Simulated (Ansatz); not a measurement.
# BaB: the cost of one run

Program: Ansatz 0.2.0. Level of theory: DFT PBE, scalar-relativistic, plane waves, PAW. These are calculated values, not measurements.

## 1. Starting point

Symmetry: P6_3/mmc, No. 194, hexagonal system. The conventional cell has a = 4.418 Å, b = 4.418 Å, c = 10.756 Å, α = 90.00°, β = 90.00°, γ = 120.00°. Ba (site symmetry -6m2) is surrounded by 6 B at 2.76 Å. Ba (site symmetry -3m) is surrounded by 6 B at 3.02 Å. Around B (site symmetry 3m) lie 1 B at 2.13 Å and 6 Ba at 2.76 to 3.02 Å.

As a file:

```
CELL_PARAMETERS angstrom
4.41781 0.00000 0.00000
-2.20890 3.82593 0.00000
0.00000 0.00000 10.75629
ATOMIC_POSITIONS crystal
Ba 0.33333 0.66667 0.75000
Ba 0.66667 0.33333 0.25000
Ba 0.00000 0.00000 0.00000
Ba 0.00000 0.00000 0.50000
B 0.33333 0.66667 0.15100
B 0.33333 0.66667 0.34900
B 0.66667 0.33333 0.84900
B 0.66667 0.33333 0.65100
```

This is candidate A: LiO type (P6_3/mmc, No. 194).

(A quick probe on a coarse mesh, which set the mesh and smearing, is not shown.)

## 3. Coarse relaxation (candidate A)

Contents of input.yaml:

```yaml
crystal:
  lattice:
    - [4.4178091825, 0.0, 0.0]
    - [-2.2089045912, 3.8259349812, 0.0]
    - [0.0, 0.0, 10.7562853969]
  atoms:
    - { symbol: Ba, position: [0.3333333333, 0.6666666667, 0.75] }
    - { symbol: Ba, position: [0.6666666667, 0.3333333333, 0.25] }
    - { symbol: Ba, position: [0.0, 0.0, 0.0] }
    - { symbol: Ba, position: [0.0, 0.0, 0.5] }
    - { symbol: B, position: [0.3333333333, 0.6666666667, 0.151] }
    - { symbol: B, position: [0.3333333333, 0.6666666667, 0.349] }
    - { symbol: B, position: [0.6666666667, 0.3333333333, 0.849] }
    - { symbol: B, position: [0.6666666667, 0.3333333333, 0.651] }
basis:
  ecutwfc: 420
kpoints:
  mp_grid: { grid: [6, 6, 2] }
hamiltonian:
  xc: pbe
scf:
  occupations: { method: gaussian, width: 0.1 }
  lower_state_search: "off"
output:
  forces: true
  stress: true
  eigenvalues: true
relax:
  adjacent_minimum: "off"
  f_tol: 0.04
  max_steps: 70
  cell: { stress_tol: 0.4 }
```

The run is started by

```bash
ansatz run input.yaml --threads 1 --pin off --max-ram 2560MiB --backend cpu --events-out ev --progress --plain --runs-dir out
```

What time and memory should one allow on 1 thread of Intel Xeon Platinum 8488C (Sapphire Rapids), shared host?

About 72 s, with a peak of 0.5 GiB.
